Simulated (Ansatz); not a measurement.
**H3NSTe (SMILES N[Te]S): functionals against CCSD(T) at one geometry**

An exercise on one series of results from a longer session: the logs are not shown, and one member is left open.

Program: Ansatz 0.2.0, Gaussian basis. Level of theory: single points in def2-TZVPP. These are calculated values, not measurements.

Correlated methods freeze the cores. Filled d shells of the heavier atoms are correlated. Core potentials replace the inner electrons past krypton, and spin-orbit coupling is left out.

### Where the work starts

SMILES `N[Te]S`, 6 atoms, charge 0, spin multiplicity 1.

Atoms are counted from 1 here; the program's logs count them from 0.

Bond lengths: N1–Te2 2.050 Å, N1–H4 1.014 Å, N1–H5 0.995 Å, Te2–S3 2.370 Å, S3–H6 1.340 Å. Angles: Te2–N1–H4 112.1°, Te2–N1–H5 112.8°, H4–N1–H5 106.3°, N1–Te2–S3 93.8°, Te2–S3–H6 97.8°.

Geometry (Å):

```xyz
6
charge 0, multiplicity 1
N    -0.64070    0.31790   -0.91150
Te   -0.17210   -1.27250    0.29450
S     0.75310    0.09060    1.99830
H    -0.25050    0.21920   -1.84220
H    -1.62150    0.43460   -1.03100
H     1.98830    0.20340    1.49040
```

The first run:

The input, run/in.yaml:

```yaml
crystal:
  periodic: [false, false, false]
  atoms:
    - {symbol: N, position_ang: [-0.640700, 0.317900, -0.911500]}
    - {symbol: Te, position_ang: [-0.172100, -1.272500, 0.294500]}
    - {symbol: S, position_ang: [0.753100, 0.090600, 1.998300]}
    - {symbol: H, position_ang: [-0.250500, 0.219200, -1.842200]}
    - {symbol: H, position_ang: [-1.621500, 0.434600, -1.031000]}
    - {symbol: H, position_ang: [1.988300, 0.203400, 1.490400]}
basis:
  gaussian: {orbitals: def2-TZVPP}
correlation: {method: ccsd_t}
output: {forces: true}
```

No record of the launch command was kept for these runs.

Among the steps run: CCSD(T)/def2-TZVPP; PBE0-D4/def2-TZVPP; wB97M-V/def2-TZVPP; r2SCAN-D4/def2-TZVPP; PBE-D4/def2-TZVPP; revPBE-D4/def2-TZVPP; wB97X-V/def2-TZVPP.

One table of the session follows, with a row left open; its other results are not shown here.

| method | RMS force component (eV/Å) | angle to CCSD(T) forces (°) | dipole (D) |
| --- | --- | --- | --- |
| CCSD(T) | 0.343 | reference | 2.06 |
| PBE0-D4 | 0.357 | 14.6 | 2.13 |
| wB97M-V | 0.363 | 16.6 | 2.12 |
| r2SCAN-D4 | 0.327 | 11.3 | 2.13 |
| PBE-D4 | 0.407 | 31.4 | 2.07 |
| revPBE-D4 | 0.413 | 36.4 | 2.07 |
| wB97X-V | ? | ? | ? |

**Question.** Estimate the row for wB97X-V.

**Answer.** RMS force component (eV/Å): 0.400; angle to CCSD(T) forces (°): 20.5; dipole (D): 2.18. In the column «RMS force component (eV/Å)» it lies between wB97M-V (0.363) and PBE-D4 (0.407).
